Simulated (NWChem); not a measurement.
**UHF/def2-TZVP (core potential, tol2e 1e-10) run of InHF (SMILES [F][InH])**

Aim: the vertical ionisation energy of InHF at UHF/def2-TZVP (core potential, tol2e 1e-10), from 2 runs. 

Program for the calculation: NWChem 7.3.0.

4 further runs of the same task are left out: 3 that didn't finish, 1 set aside as unsound or not needed.

### 1 The molecule

The species is InHF (3 atoms), meant as a doublet with charge 0. As SMILES, `[F][InH]`. The shape is that of a PBE0-D4/def2-TZVP optimisation.

Bond lengths: F1–In2 1.970 Å, In2–H3 1.779 Å. Angles: F1–In2–H3 113.8°.

### 2 A single-point energy at UHF/def2-TZVP (core potential, tol2e 1e-10)

File sp.nw:

```
echo
start sp
title "FHIn energy"
memory total 2200 mb

geometry noautosym nocenter noautoz
F     1.088400    0.989500    0.694300
In   -0.522500    0.355100   -0.244800
H    -0.576900   -1.409400   -0.462800
end

basis spherical bse
* library def2-TZVP
end

ecp bse
In library def2-TZVP
end

scf
doublet
uhf
thresh 1e-08
maxiter 80
tol2e 1e-10
noprint "final vectors analysis"
end

task scf energy
```

Launch:

```
$ nwchem sp.nw > sp.out
```

The program printed:

```text
[...]
  functions       =    87
[...]
  wavefunction    = UHF
[...]
         Total SCF energy =   -289.279403149441
      One electron energy =   -592.428201499818
      Two electron energy =    244.606320436087
 Nuclear repulsion energy =     58.542477914291
                       Sz =      0.5000
                 Sz(Sz+1) =      0.7500
                      S^2 =      0.7708
[...]
```

It took 30 s on 1 thread of AMD EPYC 7R43 (Zen 3), shared host; peak memory 0.1 GiB.

### 3 The singlet cation

File run.nw:

```
start run
title "FHIn hf"
memory stack 880 mb heap 220 mb global 1100 mb
charge 1

geometry noautosym nocenter noautoz
  F        1.088400       0.989500       0.694300
  In      -0.522500       0.355100      -0.244800
  H       -0.576900      -1.409400      -0.462800
end

basis spherical bse
  * library def2-TZVP
end

ecp bse
  In library def2-TZVP
end

scf
  thresh 1e-08
  maxiter 80
  tol2e 1e-10
  print low
end

task scf
```

Launch:

```
$ nwchem run.nw > run.out
```

The program printed:

```text
[...]
  functions       =    87
[...]
  wavefunction    = RHF
[...]
         Total SCF energy =   -288.967411195350
      One-electron energy =   -583.923697597931
      Two-electron energy =    236.413808488291
 Nuclear repulsion energy =     58.542477914291
        Time for solution =     19.5s
 Task  times  cpu:       20.1s     wall:       20.1s
[...]
```

It took 21 s on 1 thread of AMD EPYC 7R43 (Zen 3), shared host; peak memory 0.1 GiB.

### 4 What came out

Level: UHF/def2-TZVP (core potential, tol2e 1e-10).

| quantity | value |
| --- | --- |
| doublet InHF: total energy | -289.27940 Eh |
| doublet InHF: dipole moment | 3.28 D |
| doublet InHF: ⟨S²⟩ | 0.771 |
| singlet cation: total energy | -288.96741 Eh |
| vertical ionisation energy (to the singlet cation) | 8.490 eV |

**Reading.** Removing an electron at fixed nuclei costs 8.49 eV (819 kJ/mol). Only the singlet of the ionised species was computed; a triplet could lie lower.
